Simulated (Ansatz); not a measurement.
# SiF₃ radical: small, medium and large basis sets

An exercise on one series of results from a longer session: the logs are not shown, and one member is left open.

Computed with Ansatz 0.2.0, Gaussian basis. Level: one geometry, several basis sets.

Plan: PBE0-D4/def2-SVP; ωB97M-V/def2-SVP; PBE0-D4/def2-QZVPP; ωB97M-V/def2-QZVPP; the functionals' def2-TZVPP values are taken from earlier runs.

### The geometry

An earlier PBE0-D4 in a triple-zeta def2 set relaxation fixed the geometry.

SMILES `F[Si](F)F`, 4 atoms, charge 0, spin multiplicity 2.

Atoms are counted from 1 here; the program's logs count them from 0.

Bond lengths: F1–Si2 1.581 Å, Si2–F3 1.581 Å, Si2–F4 1.581 Å. Angles: F1–Si2–F3 107.9°, F1–Si2–F4 107.9°, F3–Si2–F4 107.9°.

The first run:

in.yaml

```yaml
crystal:
  periodic: [false, false, false]
  atoms:
    - {symbol: F, position_ang: [0.784933, -0.506983, 1.151652]}
    - {symbol: Si, position_ang: [-0.282894, 0.213092, 0.234354]}
    - {symbol: F, position_ang: [-0.994278, -0.892283, -0.644400]}
    - {symbol: F, position_ang: [0.492239, 1.186174, -0.741606]}
basis:
  gaussian: {orbitals: def2-SVP}
magnetization: {spin_polarized: true, initial_magnetization: 1}
hamiltonian: {xc: pbe0, dispersion: d4}
output: {orbitals: {seedname: orbitals}}
```

Run with:

```console
$ ansatz run in.yaml --threads 4 --pin off --events-out ev --progress --plain --max-ram 10444MiB
```

Steps of the session up to this table: PBE0-D4 in def2-SVP; ωB97M-V in def2-SVP; PBE0-D4 in def2-QZVPP; ωB97M-V in def2-QZVPP.

One of the session's tables, all rows but one given; the rest of the session is left out.

It belongs to the step «Density functionals: the series». 

```
functional       basis  HOMO (eV)  LUMO (eV)
   PBE0-D4    def2-SVP          ?          ?
   PBE0-D4  def2-TZVPP      -7.87      -3.33
   PBE0-D4  def2-QZVPP      -7.92      -3.40
   ωB97M-V    def2-SVP      -9.51      -1.65
   ωB97M-V  def2-TZVPP      -9.68      -1.73
   ωB97M-V  def2-QZVPP      -9.75      -1.83
```

**Question.** Estimate the row for PBE0-D4, def2-SVP.

**Answer.** HOMO (eV): -7.71; LUMO (eV): -3.29. In the column «HOMO (eV)» it is the highest.
